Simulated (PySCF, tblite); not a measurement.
# C6H9B: infrared bands and NMR shifts

Wanted: the infrared bands and NMR shifts of C6H9B (`BC(=C)C(=C)C=C`), by calculation.

Computed with tblite 0.8.0 and PySCF 2.14.0, with density-fitted response routines of our own, on a single molecule in the gas phase. Atoms are numbered from 0 throughout.

## (1) Starting geometry

16 atoms, charge 0, multiplicity 1; geometry from: GFN2-xTB.

Bonds of the start (Å): B0–C1 1.55, C1–C2 1.34, C1–C3 1.48, C3–C4 1.34, C3–C5 1.46, C5–C6 1.33, B0–H7 1.17, B0–H8 1.17, C2–H9 1.08, C2–H10 1.08, C4–H11 1.08, C4–H12 1.08, C5–H13 1.08, C6–H14 1.08, C6–H15 1.08.

## (2) Infrared spectrum with GFN2-xTB

What the job is given:

```
{"job": {"kind": "ir", "xc": "GFN2-xTB", "basis": "xTB"}, "charge": 0, "multiplicity": 1}
B     -0.679126     1.443490     1.021430
C     -0.868963     0.130744     0.214536
C     -2.060657    -0.246803    -0.263641
C      0.304204    -0.747816    -0.003990
C      0.265530    -2.055121     0.266956
C      1.521477    -0.127199    -0.511169
C      1.647310     1.161924    -0.801102
H     -1.400062     2.347484     0.842425
H      0.143366     1.506017     1.850915
H     -2.943221     0.353088    -0.113330
H     -2.200005    -1.173166    -0.801682
H      1.124922    -2.689116     0.121745
H     -0.617778    -2.526476     0.662946
H      2.358097    -0.798806    -0.659387
H      2.570068     1.578088    -1.168595
H      0.827240     1.852613    -0.669468
```

**Question.** This job is followed by: GIAO PBE0/pcSseg-1 NMR shielding, non-relativistic, gas phase. Predict these results of the whole session: strongest single infrared mode (GFN2-xTB); zero-point energy (GFN2-xTB); ¹³C shifts against TMS (PBE0/pcSseg-1); ¹H shifts against TMS (PBE0/pcSseg-1, means over atoms taken as alike); ¹¹B shifts against BF3·OEt2 (PBE0/pcSseg-1).

**Answer**, as computed:

```
                                                              quantity                                               value
                             strongest single infrared mode (GFN2-xTB)                                825 cm⁻¹, 160 km/mol
                                          zero-point energy (GFN2-xTB)                                       78.7 kcal/mol
                                ¹³C shifts against TMS (PBE0/pcSseg-1)        164.3, 164.3, 148.4, 147.1, 122.5, 121.2 ppm
¹H shifts against TMS (PBE0/pcSseg-1, means over atoms taken as alike)  7.16, 6.84, 6.67, 6.19, 5.48, 5.39, 5.33, 4.23 ppm
                           ¹¹B shifts against BF3·OEt2 (PBE0/pcSseg-1)                                            72.8 ppm
```

What this shows: All 42 modes are real, so the xTB geometry is a minimum. The strongest single mode, at 825 cm⁻¹, is spread over several atoms, H8, H7, B0 among them. GFN2-xTB is a fitted tight-binding method: band positions and strengths are rough. Its intensities can rank the bands wrongly. At PBE0/pcSseg-1: Shielding is most anisotropic at C1 (span 257 ppm, paramagnetic term -236 ppm).
